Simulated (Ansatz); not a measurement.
# C2H10BNOSi: the cost of one run

All numbers below are computed with Ansatz 0.2.0 (RKS PBE0-D4/def2-SVP).

## Step 1: Starting point

Bond lengths (14 of 15 bonds, heavy atoms first): C1–B2 1.557 Å, B2–N3 1.503 Å, N3–C4 1.513 Å, N3–Si5 1.807 Å, Si5–O6 1.742 Å, C1–H7 1.063 Å, C1–H8 1.122 Å, C1–H9 1.116 Å, B2–H10 1.204 Å, C4–H11 1.153 Å, C4–H12 1.055 Å, C4–H13 1.150 Å, Si5–H14 1.472 Å, Si5–H15 1.464 Å. Angles (14 of 25 angles, heavy atoms first): C1–B2–N3 117.6°, B2–N3–C4 113.1°, B2–N3–Si5 109.3°, C4–N3–Si5 106.7°, N3–Si5–O6 110.4°, C1–B2–H10 121.9°, N3–B2–H10 120.4°, B2–C1–H7 112.9°, B2–C1–H8 107.9°, B2–C1–H9 107.9°, N3–C4–H11 109.4°, N3–C4–H12 114.4°, N3–C4–H13 103.2°, N3–Si5–H14 109.5°.

As a file:

```xyz
16

C    -1.9019   -0.7304   -1.2586
B    -0.9962   -0.2518   -0.0854
N     0.4921   -0.3343   -0.2754
C     1.1732   -1.2135    0.7507
Si    1.2093    1.3156   -0.1051
O     0.9326    1.9348    1.4991
H    -1.7353   -1.7464   -1.5217
H    -2.9699   -0.5456   -0.9668
H    -1.7471   -0.0341   -2.1165
H    -1.4567    0.1273    0.9601
H     0.8731   -0.8684    1.8094
H     2.2197   -1.2842    0.6370
H     0.6460   -2.2270    0.6193
H     0.5576    2.2338   -1.0535
H     2.6536    1.2640   -0.3379
H     0.0272    2.3376    1.4896
```

## Step 2: Relaxing end A

File input.yaml:

```yaml
crystal:
  periodic: [false, false, false]
  atoms:
    - { symbol: C, position_ang: [-1.9019, -0.7304, -1.2586] }
    - { symbol: B, position_ang: [-0.9962, -0.2518, -0.0854] }
    - { symbol: "N", position_ang: [0.4921, -0.3343, -0.2754] }
    - { symbol: C, position_ang: [1.1732, -1.2135, 0.7507] }
    - { symbol: Si, position_ang: [1.2093, 1.3156, -0.1051] }
    - { symbol: O, position_ang: [0.9326, 1.9348, 1.4991] }
    - { symbol: H, position_ang: [-1.7353, -1.7464, -1.5217] }
    - { symbol: H, position_ang: [-2.9699, -0.5456, -0.9668] }
    - { symbol: H, position_ang: [-1.7471, -0.0341, -2.1165] }
    - { symbol: H, position_ang: [-1.4567, 0.1273, 0.9601] }
    - { symbol: H, position_ang: [0.8731, -0.8684, 1.8094] }
    - { symbol: H, position_ang: [2.2197, -1.2842, 0.637] }
    - { symbol: H, position_ang: [0.646, -2.227, 0.6193] }
    - { symbol: H, position_ang: [0.5576, 2.2338, -1.0535] }
    - { symbol: H, position_ang: [2.6536, 1.264, -0.3379] }
    - { symbol: H, position_ang: [0.0272, 2.3376, 1.4896] }
basis:
  gaussian: { orbitals: def2-SVP }
hamiltonian:
  xc: pbe0
  dispersion: d4
relax:
  f_tol: 0.015
  max_steps: 40
output:
  orbitals: {}
```

On the command line:

```console
ansatz run input.yaml --threads 2 --pin off --max-ram 3072MiB --backend cpu --events-out ev --progress --plain --runs-dir out
```

Q: Estimate wall time and peak memory on 2 threads of Intel Xeon Platinum 8259CL at 2.50GHz (Skylake/Cascade Lake), shared host.

About 3.1 min, with a peak of 0.42 GiB.
